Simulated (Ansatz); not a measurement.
# SnBi2Sb2: the cost of one run

Program: Ansatz 0.2.0. Level of theory: reference: DFT PBE, plane waves, PAW, scalar-relativistic, no spin polarisation. These are calculated values, not measurements.

**1. Starting point**

Symmetry: Ibam, No. 72, orthorhombic system. Conventional cell: a = 7.590 Å, b = 14.385 Å, c = 6.824 Å, α = 90.00°, β = 90.00°, γ = 90.00°. Around Sb (site symmetry m) lie 6 Bi at 3.67 to 3.97 Å and 2 Sn at 3.75 Å and 2 Sb at 4.19 Å. Sn (site symmetry 222) has 4 Bi at 2.58 Å as nearest neighbours. Around Bi (site symmetry m) lie 2 Sn at 2.58 Å.

As a file:

```cif
data_structure
_symmetry_space_group_name_H-M 'P 1'
_symmetry_Int_Tables_number 1
_cell_length_a 6.8242
_cell_length_b 8.8192
_cell_length_c 8.8192
_cell_angle_alpha 70.712
_cell_angle_beta 112.761
_cell_angle_gamma 67.239
_cell_volume 372.54
loop_
_atom_site_label
_atom_site_type_symbol
_atom_site_fract_x
_atom_site_fract_y
_atom_site_fract_z
_atom_site_occupancy
Sb1 Sb 0.34000 0.01290 0.69290 1
Sb2 Sb 0.66000 0.98710 0.30710 1
Sb3 Sb 0.16000 0.69290 0.01290 1
Sb4 Sb 0.84000 0.30710 0.98710 1
Sn1 Sn 0.25000 0.50000 0.50000 1
Sn2 Sn 0.75000 0.50000 0.50000 1
Bi1 Bi 0.32520 0.77300 0.42340 1
Bi2 Bi 0.67480 0.22700 0.57660 1
Bi3 Bi 0.17480 0.42340 0.77300 1
Bi4 Bi 0.82520 0.57660 0.22700 1
```

**2. Baseline**

The input, input.yaml:

```yaml
crystal:
  lattice:
    - [0.0, 0.0, 6.824195]
    - [7.192739, -3.794873, 3.412098]
    - [7.192739, 3.794873, -3.412098]
  atoms:
    - { symbol: Sb, position: [0.34, 0.0129, 0.6929] }
    - { symbol: Sb, position: [0.66, 0.9871, 0.3071] }
    - { symbol: Sb, position: [0.16, 0.6929, 0.0129] }
    - { symbol: Sb, position: [0.84, 0.3071, 0.9871] }
    - { symbol: Sn, position: [0.25, 0.5, 0.5] }
    - { symbol: Sn, position: [0.75, 0.5, 0.5] }
    - { symbol: Bi, position: [0.3252, 0.773, 0.4234] }
    - { symbol: Bi, position: [0.6748, 0.227, 0.5766] }
    - { symbol: Bi, position: [0.1748, 0.4234, 0.773] }
    - { symbol: Bi, position: [0.8252, 0.5766, 0.227] }
  symmetry: { tolerance: 0.0003 }
kpoints:
  mp_grid: { grid: [4, 4, 4], shift: [0, 0, 0] }
magnetization:
  spin_polarized: false
scf:
  occupations: { method: fermi_dirac }
hamiltonian:
  pseudopotentials: { kind: paw }
  xc: pbe
basis:
  ecutwfc: 420
output:
  forces: true
  stress: true
  eigenvalues: true
  write_density: true
  write_potential: true
  elf: true
  volumetric_format: npy
```

Launch:

```sh
$ ansatz run input.yaml --threads 1 --pin off --max-ram 2560MiB --backend cpu --events-out ev --progress --plain --runs-dir out
```

Q: Estimate wall time and peak memory on 1 thread of Intel Xeon 6975P-C (Granite Rapids), shared host.

About 28 s, with a peak of 0.97 GiB.
